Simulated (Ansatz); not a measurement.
Working through a single point in a Gaussian basis of C₃H₉BS, SMILES CB(C)CS

Computed with Ansatz 0.2.0 through its Python package.

`c3h9bs.xyz`
```text
14

C     1.33290   -0.78880    0.66090
B     0.21150    0.04320   -0.10510
C     0.35740    1.62330   -0.23760
C    -1.03330   -0.69820   -0.77440
S    -2.58170   -0.17980    0.02470
H     1.39870   -0.43690    1.71110
H     1.08890   -1.87110    0.65720
H     2.31150   -0.63590    0.16110
H     0.39420    1.90210   -1.31090
H    -0.51120    2.12020    0.24130
H     1.28900    1.96570    0.25890
H    -0.92780   -1.79880   -0.67880
H    -1.07400   -0.43890   -1.85240
H    -2.25600   -0.80610    1.24370
```

Typed at the interpreter:
```pycon
>>> from pathlib import Path
>>> import warnings
>>> import ansatz as az
>>> import numpy as np
>>> warnings.simplefilter("ignore", az.DeckWarning)
>>> c3h9bs = az.Crystal.molecule_from_extxyz("c3h9bs.xyz")
>>> calculation = (
...     c3h9bs.calculation()
...     .basis(gaussian="6-31G*")
...     .functional(az.LibraryFunctional("BHLYP"))
...     .forces()
...     .orbitals()
... )
>>> out = calculation.run(threads=1, backend="cpu", runs_dir="c3h9bs_runs")

>>> summary = out.report
>>> summary["n_occupied"], summary["n_virtual"]
([24, 24], [73, 73])
>>> print(f"E = {summary['free_energy_ev']:.6f} eV = {summary['free_energy_ev'] / 27.211386246:.7f} Ha")
E = -14766.556803 eV = -542.6609534 Ha
>>> print("converged:", summary["converged"], " doubts:", summary["published_state_doubts"] or "none")
converged: True  doubts: none
>>> field = summary["mean_field"]
>>> print("<S^2> =", round(abs(field["state"]["spin_squared"]), 4), " relativity:", field["relativity"])
<S^2> = 0.0  relativity: none
>>> print("passes:", field["passes"])
passes: {'evaluations': 13, 'products': 12}
>>> if "symmetry" in field:
...     print("occupied orbitals by irrep:", field["symmetry"]["occupied"])
...
occupied orbitals by irrep: [{'A': 24}, {'A': 24}]
>>> symbols = [site.symbol for site in c3h9bs.cartesian_sites]
>>> print("forces (eV/A)")
forces (eV/A)
>>> for symbol, f in zip(symbols, summary["forces_ev_ang"]):
...     print(f"  {symbol:2s} {f[0]:9.4f} {f[1]:9.4f} {f[2]:9.4f}")
...
  C    -0.5741   -0.3308   -0.1429
  B     0.2418    0.3247   -0.0650
  C     0.2643   -0.2423    0.2836
  C     1.0415   -0.5853   -0.3986
  S     0.2535   -0.8331    1.5074
  H     0.2200   -0.2227   -0.6282
  H     0.4298    0.6401    0.1600
  H    -0.4976   -0.0591    0.4876
  H    -0.1221    0.0465    0.6730
  H     0.5637   -0.1547   -0.4877
  H    -0.6738    0.0119   -0.4200
  H    -0.2749    0.7455   -0.3337
  H    -0.2756   -0.1769    0.7033
  H    -0.5966    0.8361   -1.3388
>>> charges = summary["charge_distribution"]
>>> dipole = np.array(charges["dipole_moment_e_ang"]) * 4.803205
>>> print("dipole (D): {:.3f} {:.3f} {:.3f}, length {:.3f}".format(*dipole, np.linalg.norm(dipole)))
dipole (D): 1.473 -0.608 0.074, length 1.595
>>> print("atom  Mulliken   Lowdin")
atom  Mulliken   Lowdin
>>> for symbol, m, l in zip(symbols, charges["mulliken_charges_e"], charges["lowdin_charges_e"]):
...     print(f"{symbol:4s} {m:9.3f} {l:8.3f}")
...
C       -0.638   -0.366
B        0.516   -0.191
C       -0.635   -0.364
C       -0.607   -0.398
S       -0.064    0.097
H        0.166    0.151
H        0.146    0.126
H        0.168    0.153
H        0.156    0.147
H        0.185    0.156
H        0.149    0.129
H        0.179    0.138
H        0.189    0.162
H        0.091    0.061
>>> lines = Path(summary["orbitals_path"]).read_text().splitlines()
>>> field_of = lambda key: [line.split("=")[1].strip() for line in lines if line.startswith(key)]
>>> orbitals = [(27.211386 * float(e), s, float(n)) for e, s, n in zip(field_of("Ene="), field_of("Spin="), field_of("Occup="))]
>>> homo = max(e for e, _, n in orbitals if n > 0.5)
>>> lumo = min(e for e, _, n in orbitals if n < 0.5)
>>> for e, spin, n in sorted(orbitals):
...     if homo - 15 < e < lumo + 5:
...         print(f"{spin:6s} {e:10.3f} eV  occupation {n:.0f}")
...
Alpha     -21.928 eV  occupation 2
Alpha     -20.938 eV  occupation 2
Alpha     -19.559 eV  occupation 2
Alpha     -14.170 eV  occupation 2
Alpha     -13.892 eV  occupation 2
Alpha     -13.030 eV  occupation 2
Alpha     -12.932 eV  occupation 2
Alpha     -12.280 eV  occupation 2
Alpha     -12.038 eV  occupation 2
Alpha     -11.928 eV  occupation 2
Alpha     -11.050 eV  occupation 2
Alpha      -9.983 eV  occupation 2
Alpha      -9.598 eV  occupation 2
Alpha      -7.632 eV  occupation 2
Alpha       0.649 eV  occupation 0
Alpha       1.736 eV  occupation 0
Alpha       3.390 eV  occupation 0
Alpha       4.040 eV  occupation 0
Alpha       4.651 eV  occupation 0
Alpha       5.021 eV  occupation 0
Alpha       5.423 eV  occupation 0
```

Total energies depend on the basis set; only differences at equal settings carry meaning. The geometry is a force-field or estimated start, not a minimum of this method, and the basis set is short of its limit. The Löwdin charges here are taken after orthogonalising the functions within each atom; they differ from plain Löwdin charges, and their signs can be unphysical. Alpha marks a spatial orbital of a restricted run, filled by both spins. Levels such as HOMO and LUMO are orbital energies: with these approximate functionals they aren't the ionisation energy and electron affinity, and their gap isn't the fundamental gap. Wall time of the script: 5.2 s on 1 thread of Intel(R) Xeon(R) Platinum 8375C CPU @ 2.90GHz (Ice Lake), on a shared host, peak memory 0.27 GiB.

(Lines on the test bed's own set-up are left out of the output.)
